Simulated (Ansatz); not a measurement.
# TlSbO2: the cell at several levels of theory

The task here is to estimate one member of a computed series from the others.

Program: Ansatz 0.2.0. PAW datasets, plane waves, zero pressure. Note: simulated data, non-magnetic, for a generated structure that need not be the stable one.

## The cell

This is the cell as the run starts from it, not yet at rest; its lengths are not the crystal's.

The symmetry is R-3m (No. 166, trigonal); a = 2.929 Å, c = 14.349 Å in the conventional setting, 8.88 Å³ an atom. Around Tl lie 6 O at 2.07 Å; around Sb lie 6 O at 2.07 Å; around O lie 3 Tl at 2.07 Å and 3 Sb at 2.07 Å.

Structure file:

```xyz
4
Lattice="1.4644 0.8455 4.7829 -1.4644 0.8455 4.7829 0.0000 -1.6910 4.7829" Properties=species:S:1:pos:R:3 pbc="T T T"
Tl    1.4644    0.8455    4.7829
Sb    0.0000    0.0000    7.1743
O     0.0000    0.0000    3.5871
O     0.0000    0.0000   10.7614
```

Set-up of the first run:

File input.yaml:

```yaml
crystal:
  lattice:
    - [1.4644453674, 0.8454979271, 4.7828585419]
    - [-1.4644453674, 0.8454979271, 4.7828585419]
    - [0.0, -1.6909958542, 4.7828585419]
  atoms:
    - { symbol: Tl, position: [1.0, 0.0, 0.0] }
    - { symbol: Sb, position: [0.5, 0.5, 0.5] }
    - { symbol: O, position: [0.25, 0.25, 0.25] }
    - { symbol: O, position: [0.75, 0.75, 0.75] }
kpoints:
  mp_grid: { grid: [10, 10, 10] }
hamiltonian:
  xc: pbe
scf:
  occupations: { method: fermi_dirac, width: 0.02 }
relax:
  f_tol: 0.005
  cell: {}
```

The run is started by

```sh
ansatz run input.yaml --threads 2 --pin off --max-ram 2211MiB --backend cpu --events-out ev --progress --plain --runs-dir out
```

Steps of the session up to this table: Relaxation with PBE; Relaxation with r2SCAN; Relaxing with PBEsol; Relaxation with LDA; Relaxation with HSE06.

One of the session's tables, all rows but one given; the rest of the session is left out.

It belongs to the step «The cells side by side». 

```
 level  a (Å)   c (Å)  volume (Å³/atom)
   PBE  3.545  19.722            17.885
r2SCAN  3.516  19.428            17.335
PBEsol      ?       ?                 ?
   LDA  3.459  18.980            16.391
 HSE06  3.511  19.501            17.344
```

**Question.** Estimate the row for PBEsol.

As computed: a (Å): 3.490; c (Å): 19.271; volume (Å³/atom): 16.940. In the column «a (Å)» it lies between LDA (3.459) and HSE06 (3.511).

What this shows: From the start to the first minimum the volume moved by +101.3 %. The volume runs from LDA (least) to PBE (most), a spread of 9.1 %, or 3.0 % in length if all axes shared it alike. The meshes differ: PBE 10×10×10, r2SCAN 8×8×8, PBEsol 8×8×8, LDA 8×8×8, HSE06 6×6×6.
